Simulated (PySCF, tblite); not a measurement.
**C₄H₁₂OSi₂: geometry, infrared bands and NMR shifts**

Wanted: the infrared bands and NMR shifts of C₄H₁₂OSi₂ (`CC[SiH2]O[C@@H]1C[SiH2]1`), by calculation.

The runs use tblite 0.8.0 and PySCF 2.14.0, with density-fitted response routines of our own; the level of theory stands in each step. All values are computed, except where a source is named. Atoms count from 0, in the outputs and in this text.

**1. Starting geometry**

19 atoms, charge 0, multiplicity 1; geometry from: force field or distance geometry start.

Bonds of the start (Å): C0–C1 1.54, C1–Si2 1.83, Si2–O3 1.72, O3–C4 1.39, C4–C5 1.49, C5–Si6 1.88, Si6–C4 1.87, C0–H7 1.12, C0–H8 1.10, C0–H9 1.11, C1–H10 1.12, C1–H11 1.12, Si2–H12 1.47, Si2–H13 1.48, C4–H14 1.14, C5–H15 1.12, C5–H16 1.11, Si6–H17 1.48, Si6–H18 1.45.

**2. Optimising the geometry with GFN2-xTB**

The job: settings as JSON, then the geometry in Å.

```
{"job": {"kind": "relax", "xc": "GFN2-xTB", "basis": "xTB"}, "charge": 0, "multiplicity": 1}
C      3.260700     0.093600    -0.153100
C      2.212700    -1.021300    -0.309300
Si     0.665800    -0.209000    -0.840400
O     -0.759500    -0.809300    -0.092200
C     -1.571500     0.292900     0.157900
C     -2.529400     0.327200     1.299600
Si    -3.356600     0.225300    -0.385300
H      3.509700     0.445800    -1.183100
H      2.797500     0.953500     0.362400
H      4.184200    -0.263800     0.341800
H      2.547900    -1.697100    -1.132800
H      2.127900    -1.623200     0.634700
H      0.471700    -0.371500    -2.285000
H      0.723900     1.229900    -0.518000
H     -1.091900     1.258000    -0.209200
H     -2.586900    -0.587800     1.942500
H     -2.587800     1.314000     1.809100
H     -4.019700     1.490500    -0.778900
H     -4.008500    -1.038200    -0.653000
```

On the command line:

```sh
> OMP_NUM_THREADS=1 python probes_run.py task.json out
```

One launch serves the whole session: the jobs run in the order shown.

**Question.** This job is followed by: GFN2-xTB harmonic vibrations, gas phase; GIAO PBE0/pcSseg-1 NMR shielding, non-relativistic, gas phase. What will the session give for the following? strongest single infrared mode (GFN2-xTB); zero-point energy (GFN2-xTB); 13C shifts against TMS (PBE0/pcSseg-1); 1H shifts against TMS (PBE0/pcSseg-1, means over atoms taken as alike); 29Si shifts against TMS (PBE0/pcSseg-1); 17O shifts against H2O (PBE0/pcSseg-1).

The runs gave:

| quantity | value |
| --- | --- |
| strongest single infrared mode (GFN2-xTB) | 2165 cm⁻¹, 418 km/mol |
| zero-point energy (GFN2-xTB) | 90.9 kcal/mol |
| 13C shifts against TMS (PBE0/pcSseg-1) | 53.4, 9.4, 6.8, 3.6 ppm |
| 1H shifts against TMS (PBE0/pcSseg-1, means over atoms taken as alike) | 4.89, 4.88, 3.95, 2.70, 2.62, 0.96, 0.95, 0.92, 0.92, 0.84 ppm |
| 29Si shifts against TMS (PBE0/pcSseg-1) | -16.7, -147.3 ppm |
| 17O shifts against H2O (PBE0/pcSseg-1) | 25.0 ppm |

In words: Over 158 steps the energy fell by 1.126 eV; of the close pairs, Si2–O3 changed most, 1.718 to 1.615 Å. All 51 modes are real, so the xTB geometry is a minimum. The strongest single mode, at 2165 cm⁻¹, moves mainly H12 and H13. GFN2-xTB is a fitted tight-binding method: band positions and strengths are rough. Its intensities can rank the bands wrongly. At PBE0/pcSseg-1: Shielding is most anisotropic at Si6 (span 289 ppm, paramagnetic term -385 ppm).
